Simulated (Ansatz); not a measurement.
# In3GaN4: the cost of one run

Program: Ansatz 0.2.0. Level of theory: DFT r2SCAN, scalar-relativistic, plane waves, PAW. These are calculated values, not measurements.

## (1) Starting point

Symmetry: P6_3mc, No. 186, hexagonal system. Conventional cell: a = 6.906 Å, b = 6.906 Å, c = 5.590 Å, α = 90.00°, β = 90.00°, γ = 120.00°. In (site symmetry m) has 4 N at 2.13 to 2.17 Å in its first shell of neighbours. Ga (site symmetry 3m) has 4 N at 1.94 to 1.97 Å in its first shell of neighbours. Around N (site symmetry m) lie 1 Ga at 1.97 Å and 3 In at 2.17 Å. N (site symmetry 3m) has 1 Ga at 1.94 Å and 3 In at 2.13 Å in its first shell of neighbours.

As a file:

```cif
data_structure
_symmetry_space_group_name_H-M 'P6_3mc'
_symmetry_Int_Tables_number 186
_cell_length_a 6.9065
_cell_length_b 6.9065
_cell_length_c 5.5901
_cell_angle_alpha 90.000
_cell_angle_beta 90.000
_cell_angle_gamma 120.000
_cell_volume 230.92
loop_
_atom_site_label
_atom_site_type_symbol
_atom_site_symmetry_multiplicity
_atom_site_Wyckoff_symbol
_atom_site_fract_x
_atom_site_fract_y
_atom_site_fract_z
_atom_site_occupancy
In1 In 6 c 0.16956 0.83044 0.49800 1
Ga1 Ga 2 b 0.66667 0.33333 0.49951 1
N1 N 6 c 0.17704 0.82296 0.88649 1
N2 N 2 b 0.66667 0.33333 0.84703 1
```

It goes back to an entry of the Materials Project, which need not be the stable form.

It is the result of an earlier relaxation at this level (volume 14.43 Å³/atom; gap on the mesh: 0.42 eV).

## (2) The cell scaled to 0.97 of its volume

input.yaml reads:

```yaml
crystal:
  lattice:
    - [6.8367227023, 0.0, 0.0]
    - [-3.4183613511, 5.9207755388, 0.0]
    - [0.0, 0.0, 5.5336562711]
  atoms:
    - { symbol: In, position: [0.1695610185, 0.8304389815, 0.497997839] }
    - { symbol: In, position: [0.660877963, 0.8304389815, 0.497997839] }
    - { symbol: In, position: [0.1695610185, 0.339122037, 0.497997839] }
    - { symbol: In, position: [0.8304389815, 0.660877963, 0.997997839] }
    - { symbol: In, position: [0.339122037, 0.1695610185, 0.997997839] }
    - { symbol: In, position: [0.8304389815, 0.1695610185, 0.997997839] }
    - { symbol: Ga, position: [0.6666666667, 0.3333333333, 0.4995106192] }
    - { symbol: Ga, position: [0.3333333333, 0.6666666667, 0.9995106192] }
    - { symbol: "N", position: [0.1770430154, 0.8229569846, 0.8864902304] }
    - { symbol: "N", position: [0.6459139691, 0.8229569846, 0.8864902304] }
    - { symbol: "N", position: [0.1770430154, 0.3540860309, 0.8864902304] }
    - { symbol: "N", position: [0.6666666667, 0.3333333333, 0.8470251726] }
    - { symbol: "N", position: [0.3333333333, 0.6666666667, 0.3470251726] }
    - { symbol: "N", position: [0.8229569846, 0.6459139691, 0.3864902304] }
    - { symbol: "N", position: [0.3540860309, 0.1770430154, 0.3864902304] }
    - { symbol: "N", position: [0.8229569846, 0.1770430154, 0.3864902304] }
basis:
  ecutwfc: 500
kpoints:
  mp_grid: { grid: [6, 6, 6] }
hamiltonian:
  xc: r2scan
scf:
  occupations: { method: gaussian, width: 0.01 }
output:
  forces: true
  stress: true
  eigenvalues: true
relax:
  adjacent_minimum: "off"
  f_tol: 0.01
  max_steps: 30
  cell: { stress_tol: 0.1, fix: [volume] }
```

Started as:

```console
$ ansatz run input.yaml --threads 4 --pin off --max-ram 10240MiB --backend cpu --events-out ev --progress --plain --runs-dir out
```

What time and memory should one allow on 4 threads of Intel Xeon Platinum 8488C (Sapphire Rapids), shared host?

About 88 s, with a peak of 1.6 GiB.
